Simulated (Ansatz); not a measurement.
# Ag: one atom moved over a plane

Aim: for Ag, map the energy of atom 1 (Ag) over a plane.

Method: DFT r2SCAN, scalar-relativistic, plane waves, PAW, in Ansatz 0.2.0.

### 1 The starting structure

It takes space group P6_3/mmc (No. 194, hexagonal). The conventional cell has a = 2.930 Å, b = 2.930 Å, c = 4.790 Å, α = 90.00°, β = 90.00°, γ = 120.00°. Ag (site symmetry -6m2) has 12 Ag at 2.93 Å in its first shell of neighbours.

Structure file:

```cif
data_structure
_symmetry_space_group_name_H-M 'P6_3/mmc'
_symmetry_Int_Tables_number 194
_cell_length_a 2.9300
_cell_length_b 2.9300
_cell_length_c 4.7900
_cell_angle_alpha 90.000
_cell_angle_beta 90.000
_cell_angle_gamma 120.000
_cell_volume 35.61
loop_
_atom_site_label
_atom_site_type_symbol
_atom_site_symmetry_multiplicity
_atom_site_Wyckoff_symbol
_atom_site_fract_x
_atom_site_fract_y
_atom_site_fract_z
_atom_site_occupancy
Ag1 Ag 2 c 0.33333 0.66667 0.25000 1
```

The cell is taken as given, not relaxed at this level.

### 2 The reference cell

The reference gives a free energy of -15207.8754 eV, pressure -2.57 GPa, largest force 0.000 eV/Å and gap on the mesh none (metal). It was computed beforehand with the settings of the runs below.

### 3 Setting up one atom moved over a plane

Atom 1 (Ag) is moved by p along (1.000, 0.000, 0.000) and q along (0.000, 1.000, 0.000) (Å), all else fixed; its images in the other cells move with it. Points alike by symmetry are run once.

### 4 Point p = -0.600, q = -0.600

input.yaml

```yaml
crystal:
  lattice:
    - [2.9299980804, 0.0, 0.0]
    - [-1.4649990402, 2.5374527707, 0.0]
    - [0.0, 0.0, 4.79]
  atoms:
    - { symbol: Ag, position: [0.0103262407, 0.4302090636, 0.25] }
    - { symbol: Ag, position: [0.6666666667, 0.3333333333, 0.75] }
basis:
  ecutwfc: 500
kpoints:
  mp_grid: { grid: [18, 18, 10] }
hamiltonian:
  xc: r2scan
scf:
  occupations: { method: gaussian, width: 0.15 }
output:
  forces: true
  stress: true
  eigenvalues: true
```

Launch:

```sh
$ ansatz run input.yaml --threads 1 --pin off --max-ram 2560MiB --backend cpu --events-out ev --progress --plain --runs-dir out
```

Further runs follow: point p = -0.600, q = 0.000; p = -0.600, q = 0.600; point p = 0.000, q = -0.600; At p = 0.000, q = 0.600; point p = -0.600, q = -0.300; At p = -0.600, q = 0.300; p = -0.300, q = -0.600; At p = -0.300, q = 0.000; At p = -0.300, q = 0.600.

**Question.** What will these runs give? Wanted: highest point; lowest point away from the origin.

The runs gave:

```
                         quantity                                       value
                    highest point  0.372 eV/cell at (p, q) = (-0.600, -0.600)
lowest point away from the origin            0.034 eV/cell at (-0.300, 0.000)
```

No computed point lies below the origin.
